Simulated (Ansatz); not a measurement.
# CH2BClO2: the cost of one run

All numbers below are computed with Ansatz 0.2.0 (RKS PBE-D4/6-31G*).

## 1. The structure to begin with

Bond lengths: O1–B2 1.427 Å, B2–O3 1.502 Å, B2–C4 1.624 Å, O3–C4 1.434 Å, C4–Cl5 1.801 Å, O1–H6 1.064 Å, C4–H7 1.065 Å. Angles: O1–B2–O3 150.5°, O1–B2–C4 147.5°, O3–B2–C4 54.4°, B2–O1–H6 103.1°, B2–O3–C4 67.1°, B2–C4–O3 58.4°, B2–C4–Cl5 111.0°, B2–C4–H7 119.6°, O3–C4–Cl5 106.6°, O3–C4–H7 115.7°, Cl5–C4–H7 125.6°.

As a file:

```xyz
7

O    -1.0585   -0.2417    1.6046
B    -0.1576   -0.5095    0.5306
O     0.1277   -1.1030   -0.8196
C     0.8890    0.0839   -0.5607
Cl    0.1331    1.4019   -1.5281
H    -1.8070    0.3607    1.1470
H     1.9345   -0.0604   -0.4196
```

## 2. End point A

Input file input.yaml:

```yaml
crystal:
  periodic: [false, false, false]
  atoms:
    - { symbol: O, position_ang: [-1.0585, -0.2417, 1.6046] }
    - { symbol: B, position_ang: [-0.1576, -0.5095, 0.5306] }
    - { symbol: O, position_ang: [0.1277, -1.103, -0.8196] }
    - { symbol: C, position_ang: [0.889, 0.0839, -0.5607] }
    - { symbol: Cl, position_ang: [0.1331, 1.4019, -1.5281] }
    - { symbol: H, position_ang: [-1.807, 0.3607, 1.147] }
    - { symbol: H, position_ang: [1.9345, -0.0604, -0.4196] }
basis:
  gaussian: { orbitals: "6-31G*" }
hamiltonian:
  xc: pbe
  dispersion: d4
relax:
  f_tol: 0.015
  max_steps: 40
```

Started as:

```bash
> ansatz run input.yaml --threads 1 --pin off --max-ram 2048MiB --backend cpu --events-out ev --progress --plain --runs-dir out
```

**Question.** How long does this run take on 1 thread of an x86-64 CPU, shared host, and how much memory does it need?

About 37 s, with a peak of 0.17 GiB.
